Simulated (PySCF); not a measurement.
**AsH3 (SMILES [H][As]([H])[H]) at CCSD(T)/SBKJC (core potential)**

What is the vertical singlet–triplet gap of AsH3 at CCSD(T)/SBKJC (core potential)? Input form: a Python script.

The results are computed with PySCF 2.14.0.

4 further runs of the same task are left out: 4 set aside as unsound or not needed.

## 1. The structure to begin with

AsH3 has 4 atoms, charge 0, and is taken as a singlet. SMILES: `[H][As]([H])[H]`. The shape comes from GFN2-xTB, which is rough for such elements, and wasn't checked as a minimum.

Bond lengths: As1–H2 1.496 Å, As1–H3 1.496 Å, As1–H4 1.496 Å. Angles: H2–As1–H3 89.4°, H2–As1–H4 89.3°, H3–As1–H4 89.1°.

## 2. The energy at CCSD(T)/SBKJC (core potential)

Input file calc.py:

```python
# AsH3
from pyscf import gto, scf, cc

system = gto.M(
    atom='As -0.004370 0.005540 0.655970; H 1.216520 -0.029700 -0.207950; H -0.582780 1.061080 -0.232340; H -0.629370 -1.036930 -0.215680',
    basis='sbkjc',
    spin=0,
    max_memory=1860,
    verbose=3,
    ecp={'As': 'sbkjc'},
)

mf = scf.RHF(system)
mf.conv_tol = 1e-10
mf.kernel()
if not mf.converged:
    mf = mf.newton().run(mf.mo_coeff, mf.mo_occ)

mycc = cc.CCSD(mf)
mycc.kernel()
e_t = mycc.ccsd_t()
e_tot = mycc.e_tot + e_t
print(f'total energy: {e_tot:.8f} hartree')
```

Command:

```sh
OMP_NUM_THREADS=1 python calc.py
```

The log of the run:

```text
converged SCF energy = -7.72538226115024
E(CCSD) = -7.800628257680954  E_corr = -0.07524599653071773
CCSD(T) correction = -0.000510888663720131
total energy: -7.80113915 hartree
```

It took 0.66 s on 1 thread of Intel Xeon Platinum 8375C at 2.90GHz (Ice Lake), shared host; peak memory 0.12 GiB.

## 3. The triplet, same level

Input file calc.py:

```python
from pyscf import gto, scf, cc

mol = gto.M(
    atom=[
    ('As', (-0.004370, 0.005540, 0.655970)),
    ('H', (1.216520, -0.029700, -0.207950)),
    ('H', (-0.582780, 1.061080, -0.232340)),
    ('H', (-0.629370, -1.036930, -0.215680)),
],
    max_memory=1860,
    charge=0,
    basis='sbkjc',
    ecp={'As': 'sbkjc'},
    verbose=3,
    spin=2,
)

hf = scf.UHF(mol)
hf.conv_tol = 1e-10
hf.kernel()
if not hf.converged:
    hf = hf.newton().run(hf.mo_coeff, hf.mo_occ)

mycc = cc.CCSD(hf)
mycc.kernel()
e_t = mycc.ccsd_t()
e_final = mycc.e_tot + e_t
print('Final energy', e_final)
```

Command:

```sh
OMP_NUM_THREADS=1 python calc.py
```

The log of the run:

```text
WARN: HOMO 0.149319600206135 >= LUMO -0.234111626813772

converged SCF energy = -7.49333934584521  <S^2> = 2.0113566  2S+1 = 3.0075615
E(UCCSD) = -7.559375574637498  E_corr = -0.06603622879229019
UCCSD(T) correction = -0.000857091193274854
Final energy -7.560232665830773
```

Wall time 0.93 s (1 thread of Intel Xeon Platinum 8375C at 2.90GHz (Ice Lake), shared host); peak memory 0.12 GiB.

## 4. Results

At CCSD(T)/SBKJC (core potential):

| quantity | value |
| --- | --- |
| singlet: total energy | -7.80114 Eh |
| singlet: dipole moment (Hartree–Fock density) | 1.26 D |
| singlet: HOMO energy (Hartree–Fock orbitals) | -10.46 eV |
| singlet: LUMO energy (Hartree–Fock orbitals) | 4.02 eV |
| singlet: HOMO–LUMO gap (Hartree–Fock orbitals) | 14.47 eV |
| singlet: correlation energy | -75.8 mEh |
| singlet: (T) correction | -0.51 mEh |
| singlet: T1 diagnostic | 0.008 |
| triplet: total energy | -7.56023 Eh |
| triplet: dipole moment (Hartree–Fock density) | 0.16 D |
| triplet: HOMO energy (Hartree–Fock orbitals) (highest over α and β) | -3.71 eV |
| triplet: LUMO energy (Hartree–Fock orbitals) (lowest over α and β) | -1.62 eV |
| triplet: correlation energy | -66.9 mEh |
| triplet: (T) correction | -0.86 mEh |
| triplet: ⟨S²⟩ of the reference determinant | 2.011 |
| triplet: T1 diagnostic | 0.012 |
| vertical energy of the triplet above the singlet | 6.555 eV |

**Reading.** At this shape the triplet lies 6.56 eV (151 kcal/mol) above the singlet. Mulliken charges (singlet) of the mean-field density run from -0.07 on H3 to +0.22 on As1; they depend strongly on the basis. The triples (singlet) make up 0.7 % of the correlation energy. Mulliken charges (triplet) of the mean-field density run from -0.11 on H3 to +0.22 on As1. The triples (triplet) make up 1.3 % of the correlation energy.
